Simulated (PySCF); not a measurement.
# ReHO₃: NMR shieldings

Wanted: NMR shieldings for ReHO₃ (`[H][Re](=[O])(=[O])=[O]`).

Computed with PySCF 2.14.0 and routines of our own; the level stands in each step. Atoms count from 0.

## (1) The system as given

5 atoms, charge 0, multiplicity 1; geometry from: GFN2-xTB.

## (2) Geometry optimisation at PBE0-D3(BJ)/def2-SVP

The job: settings as JSON, then the geometry in Å.

```
{"job": {"xc": "PBE0", "basis": "def2-SVP", "d3": "d3bj", "grid": 1, "maxiter": 30, "shake": 0.03, "kind": "geom"}, "charge": 0, "multiplicity": 1}
Re     0.147970     0.074160     0.075280
O     -0.089370    -0.172390     1.670240
O      1.491490    -0.133390    -0.671400
O     -0.809810     1.284080    -0.629290
H     -0.665430    -1.162940    -0.506960
```

Started as:

```sh
$ OMP_NUM_THREADS=1 python heavy_run.py task.json out
```

This one command runs all jobs of the session in turn.

Output:

```text
step   0  E = -304.16059585  max force = 0.242513
step   1  E = -304.20581909  max force = 0.034870
step   2  E = -304.20823535  max force = 0.014750
step   3  E = -304.20645597  max force = 0.052445
step   4  E = -304.21086176  max force = 0.008302
step   5  E = -304.21105031  max force = 0.003623
step   6  E = -304.21107307  max force = 0.000386
step   7  E = -304.21107502  max force = 0.000110
optimisation converged
```

Wall time 25 s (1 thread of Arm Neoverse V1, shared host); peak memory 0.31 GiB.

Relaxation path: (the energy doesn't fall at every step)

```
step  energy from step 0 (eV)  largest force component (eV/Å)
   0                   0.0000                         12.4705
   1                  -1.2306                          1.7931
   2                  -1.2963                          0.7585
   3                  -1.2479                          2.6968
   4                  -1.3678                          0.4269
   5                  -1.3729                          0.1863
   6                  -1.3736                          0.0198
   7                  -1.3736                          0.0057
```

Distances of close pairs at the start and the end, largest changes first:

| bond | before (Å) | after (Å) | change (Å) |
| --- | --- | --- | --- |
| Re0–O2 | 1.551 | 1.694 | +0.143 |
| Re0–H4 | 1.591 | 1.671 | +0.080 |
| Re0–O1 | 1.631 | 1.694 | +0.063 |
| Re0–O3 | 1.696 | 1.694 | -0.002 |

The final coordinates are the input of the step that follows.

```
                         at the end point                value
  point group (found at 0.08 Å tolerance)                  C3v
rotational constants (GHz, main isotopes)  6.760, 6.755, 3.941
                        dipole moment (D)                 1.59
```

## (3) NMR shieldings: PBE/pcSseg-1 Re:us-x2c-TZVPall-2c, spin–orbit

The job: settings as JSON, then the geometry in Å.

```
{"job": {"kind": "hnmr", "xc": "PBE", "basis": {"default": "pcSseg-1", "Re": "us-x2c-TZVPall-2c"}, "rel": "so"}, "charge": 0, "multiplicity": 1}
Re     0.047433     0.031767     0.011368
O     -0.033961    -0.108587     1.697656
O      1.622894    -0.099109    -0.597706
O     -0.798563     1.369655    -0.592758
H     -0.762954    -1.304207    -0.580691
```

Method: PBE/pcSseg-1 Re:us-x2c-TZVPall-2c GIAO NMR shielding, X2C with spin-orbit coupling, screened-nuclear two-electron part, Gaussian nuclei, gas phase.

Output:

```text
spin-free SCF
coarse grid: 26952 points
cycle   1  E = -16917.4523014294  dE =  1.944e+00  |g| = 3.858e+00  |ddm| = 3.109e+00
cycle   2  E = -16896.2495790304  dE =  2.120e+01  |g| = 1.137e+01  |ddm| = 1.350e+01
cycle   3  E = -16918.2083112296  dE = -2.196e+01  |g| = 3.467e+00  |ddm| = 1.096e+01
cycle   4  E = -16919.9040949183  dE = -1.696e+00  |g| = 1.139e+00  |ddm| = 1.628e+00
cycle   5  E = -16920.0221884347  dE = -1.181e-01  |g| = 6.780e-01  |ddm| = 9.050e-01
cycle   6  E = -16920.0983924704  dE = -7.620e-02  |g| = 2.926e-01  |ddm| = 5.469e-01
cycle   7  E = -16920.1091888214  dE = -1.080e-02  |g| = 1.401e-01  |ddm| = 1.745e-01
cycle   8  E = -16920.1109579749  dE = -1.769e-03  |g| = 1.034e-01  |ddm| = 1.120e-01
cycle   9  E = -16920.1129790356  dE = -2.021e-03  |g| = 6.033e-03  |ddm| = 5.129e-02
cycle  10  E = -16920.1129864907  dE = -7.455e-06  |g| = 2.432e-03  |ddm| = 6.964e-03
final grid: 54592 points
cycle  11  E = -16920.0970379542  dE = -2.348e-06  |g| = 1.198e-02  |ddm| = 7.219e-03
cycle  12  E = -16920.0964160377  dE =  6.219e-04  |g| = 5.919e-02  |ddm| = 3.481e-02
cycle  13  E = -16920.0970628092  dE = -6.468e-04  |g| = 2.428e-03  |ddm| = 2.923e-02
cycle  14  E = -16920.0970628560  dE = -4.678e-08  |g| = 2.412e-03  |ddm| = 2.287e-03
cycle  15  E = -16920.0970638426  dE = -9.866e-07  |g| = 2.247e-04  |ddm| = 1.122e-03
cycle  16  E = -16920.0970638510  dE = -8.407e-09  |g| = 6.615e-05  |ddm| = 1.783e-04
converged SCF energy = -16920.0970638510
two-component SCF
cycle   1  E = -16912.1583523105  dE = -1.691e+04  |FDS-SDF| = 3.377e+02
cycle   2  E = -16933.1699315994  dE = -2.101e+01  |FDS-SDF| = 6.320e-01
cycle   3  E = -16933.1692072715  dE =  7.243e-04  |FDS-SDF| = 1.282e-01
cycle   4  E = -16933.1544121202  dE =  1.480e-02  |FDS-SDF| = 3.251e-01
cycle   5  E = -16933.1694550851  dE = -1.504e-02  |FDS-SDF| = 6.883e-02
cycle   6  E = -16933.1702761978  dE = -8.211e-04  |FDS-SDF| = 8.525e-03
cycle   7  E = -16933.1702811529  dE = -4.955e-06  |FDS-SDF| = 6.372e-03
cycle   8  E = -16933.1702879120  dE = -6.759e-06  |FDS-SDF| = 2.450e-03
cycle   9  E = -16933.1702891037  dE = -1.192e-06  |FDS-SDF| = 1.996e-04
cycle  10  E = -16933.1702891093  dE = -5.555e-09  |FDS-SDF| = 3.690e-05
converged, E = -16933.1702891093

Field gradients (au) and densities at the nuclei (bohr^-3)
atom        Vxx        Vyy        Vzz        centre      nuclear mean
  0 Re    -1.0230    -1.0405     2.0635    1511617.215    1424761.768
  1 O     -0.2491    -0.6520     0.9011        283.012        283.012
  2 O     -0.2495    -0.6522     0.9018        283.012        283.012
  3 O     -0.2498    -0.6510     0.9008        283.012        283.012
  4 H     -0.0651    -0.0651     0.1303          0.341          0.341
without picture change
  0 Re                           2.3719                   3935710.826

Core orbital energies (eV)
atom   shell        mean    spread
  0 Re 1s       -71399.839   0.000
  0 Re 2s       -12379.531   0.000
  0 Re 3s        -2868.136   0.000
  0 Re 4s         -599.867   0.000
  0 Re 5s          -87.716   0.000
  0 Re 2p1/2    -11843.521   0.000
  0 Re 2p3/2    -10411.990   0.001
  0 Re 3p1/2     -2629.674   0.000
  0 Re 3p3/2     -2318.130   0.010
  0 Re 4p1/2      -500.426   0.000
  0 Re 4p3/2      -427.723   0.016
  0 Re 5p1/2       -57.794   0.000
  0 Re 5p3/2       -47.070   0.299
  0 Re 3d3/2     -1918.618   0.006
  0 Re 3d5/2     -1851.233   0.009
  0 Re 4d3/2      -264.698   0.016
  0 Re 4d5/2      -251.197   0.024
  0 Re 4f5/2       -45.655   0.042
  0 Re 4f7/2       -43.206   0.052

vertical triplet (scalar unrestricted SCF): 4.127 eV

Shielding tensors (ppm)
atom      isotropic    diamagn.    paramagn.     s11        s22        s33       span
  0 Re     3312.80     7908.58    -4595.78    3195.99    3199.49    3542.93     346.93
  1 O      -594.45      397.06     -991.51   -1137.62    -424.05    -221.69     915.93
  2 O      -594.49      397.05     -991.54   -1137.38    -423.97    -222.13     915.25
  3 O      -594.55      397.06     -991.61   -1137.32    -424.01    -222.32     915.00
  4 H        21.65       27.82       -6.18      17.16      23.88      23.89       6.73
```

Run time: 61 s. Hardware: 1 thread of Arm Neoverse V1, shared host; peak memory 0.86 GiB.

Key values:

| quantity | value |
| --- | --- |
| energy from spin-orbit coupling | -13.0732 Eh |

## (4) NMR shieldings: PBE/pcSseg-1 Re:us-x2c-TZVPall-2c, spin-free

The job: settings as JSON, then the geometry in Å.

```
{"job": {"kind": "hnmr", "xc": "PBE", "basis": {"default": "pcSseg-1", "Re": "us-x2c-TZVPall-2c"}, "rel": "sf"}, "charge": 0, "multiplicity": 1}
Re     0.047433     0.031767     0.011368
O     -0.033961    -0.108587     1.697656
O      1.622894    -0.099109    -0.597706
O     -0.798563     1.369655    -0.592758
H     -0.762954    -1.304207    -0.580691
```

Method: PBE/pcSseg-1 Re:us-x2c-TZVPall-2c GIAO NMR shielding, spin-free X2C, Gaussian nuclei, gas phase.

Output:

```text
spin-free SCF
coarse grid: 26952 points
cycle   1  E = -16917.4523014294  dE =  1.944e+00  |g| = 3.858e+00  |ddm| = 3.109e+00
cycle   2  E = -16896.2495790304  dE =  2.120e+01  |g| = 1.137e+01  |ddm| = 1.350e+01
cycle   3  E = -16918.2083112296  dE = -2.196e+01  |g| = 3.467e+00  |ddm| = 1.096e+01
cycle   4  E = -16919.9040949183  dE = -1.696e+00  |g| = 1.139e+00  |ddm| = 1.628e+00
cycle   5  E = -16920.0221884347  dE = -1.181e-01  |g| = 6.780e-01  |ddm| = 9.050e-01
cycle   6  E = -16920.0983924704  dE = -7.620e-02  |g| = 2.926e-01  |ddm| = 5.469e-01
cycle   7  E = -16920.1091888214  dE = -1.080e-02  |g| = 1.401e-01  |ddm| = 1.745e-01
cycle   8  E = -16920.1109579749  dE = -1.769e-03  |g| = 1.034e-01  |ddm| = 1.120e-01
cycle   9  E = -16920.1129790356  dE = -2.021e-03  |g| = 6.033e-03  |ddm| = 5.129e-02
cycle  10  E = -16920.1129864907  dE = -7.455e-06  |g| = 2.432e-03  |ddm| = 6.964e-03
final grid: 54592 points
cycle  11  E = -16920.0970379542  dE = -2.348e-06  |g| = 1.198e-02  |ddm| = 7.219e-03
cycle  12  E = -16920.0964160377  dE =  6.219e-04  |g| = 5.919e-02  |ddm| = 3.481e-02
cycle  13  E = -16920.0970628092  dE = -6.468e-04  |g| = 2.428e-03  |ddm| = 2.923e-02
cycle  14  E = -16920.0970628560  dE = -4.678e-08  |g| = 2.412e-03  |ddm| = 2.287e-03
cycle  15  E = -16920.0970638426  dE = -9.866e-07  |g| = 2.247e-04  |ddm| = 1.122e-03
cycle  16  E = -16920.0970638510  dE = -8.407e-09  |g| = 6.615e-05  |ddm| = 1.783e-04
converged SCF energy = -16920.0970638510
check of the scalar solution
cycle   1  E = -16920.0970638509  dE = -1.692e+04  |FDS-SDF| = 6.615e-05
cycle   2  E = -16920.0970638332  dE =  1.769e-08  |FDS-SDF| = 3.099e-04
cycle   3  E = -16920.0970638517  dE = -1.850e-08  |FDS-SDF| = 2.912e-05
converged, E = -16920.0970638517

Field gradients (au) and densities at the nuclei (bohr^-3)
atom        Vxx        Vyy        Vzz        centre      nuclear mean
  0 Re    -0.9879    -1.0048     1.9926    1503953.472    1417219.925
  1 O     -0.2602    -0.6490     0.9092        283.012        283.012
  2 O     -0.2607    -0.6492     0.9099        283.012        283.012
  3 O     -0.2609    -0.6480     0.9089        283.012        283.012
  4 H     -0.0654    -0.0654     0.1309          0.342          0.342
without picture change
  0 Re                           2.4219                   3936276.249

Core orbital energies (eV)
atom   shell        mean    spread
  0 Re 1s       -71414.463   0.000
  0 Re 2s       -12382.880   0.000
  0 Re 3s        -2869.172   0.000
  0 Re 4s         -600.169   0.000
  0 Re 5s          -87.785   0.000
  0 Re 2p       -10846.543   0.002
  0 Re 3p        -2413.570   0.013
  0 Re 4p         -449.922   0.023
  0 Re 5p          -50.304   0.364
  0 Re 3d        -1878.594   0.008
  0 Re 4d         -256.696   0.035
  0 Re 4f          -44.380   0.066

Shielding tensors (ppm)
atom      isotropic    diamagn.    paramagn.     s11        s22        s33       span
  0 Re     -213.77     9071.04    -9284.81    -343.47    -340.54      42.70     386.18
  1 O      -595.01      396.79     -991.80   -1122.86    -461.29    -200.87     921.99
  2 O      -595.03      396.78     -991.81   -1122.64    -461.22    -201.24     921.40
  3 O      -595.09      396.80     -991.88   -1122.55    -461.26    -201.46     921.09
  4 H        27.75       27.90       -0.15      20.49      31.37      31.38      10.89
```

Wall time 15 s (1 thread of Arm Neoverse V1, shared host); peak memory 0.77 GiB.

## (5) Shieldings side by side

| run | Re0 | H4 | O1 | O2 | O3 | time |
| --- | --- | --- | --- | --- | --- | --- |
| step 3, PBE/pcSseg-1 Re:us-x2c-TZVPall-2c, spin–orbit | 3312.8 | 21.6 | -594.5 | -594.5 | -594.5 | 61 s |
| step 4, PBE/pcSseg-1 Re:us-x2c-TZVPall-2c, spin-free | -213.8 | 27.7 | -595.0 | -595.0 | -595.1 | 15 s |

## (6) Outcome

```
                                                                               quantity                                                     value
                                                                            point group                                                       C3v
                                                   rotational constants (main isotopes)                                      6.76, 6.75, 3.94 GHz
energy from spin-orbit coupling (step 3, PBE/pcSseg-1 Re:us-x2c-TZVPall-2c, spin–orbit)                                               -13.0732 Eh
                     shieldings (step 3, PBE/pcSseg-1 Re:us-x2c-TZVPall-2c, spin–orbit)  Re0 3312.8, O1 -594.5, O2 -594.5, O3 -594.5, H4 21.6 ppm
                      shieldings (step 4, PBE/pcSseg-1 Re:us-x2c-TZVPall-2c, spin-free)  Re0 -213.8, O1 -595.0, O2 -595.0, O3 -595.1, H4 27.7 ppm
```

**Reading.** The start was shaken at random, so part of the energy gained undoes that. Relaxing lowered the energy by 1.374 eV in 7 steps; the bonded pair that moved most is Re0–O2, from 1.551 to 1.694 Å. No frequency check was run at this level, so the end point may be a saddle. Re0 moves most between the runs, by 3527 ppm; the labels say what changes from run to run.
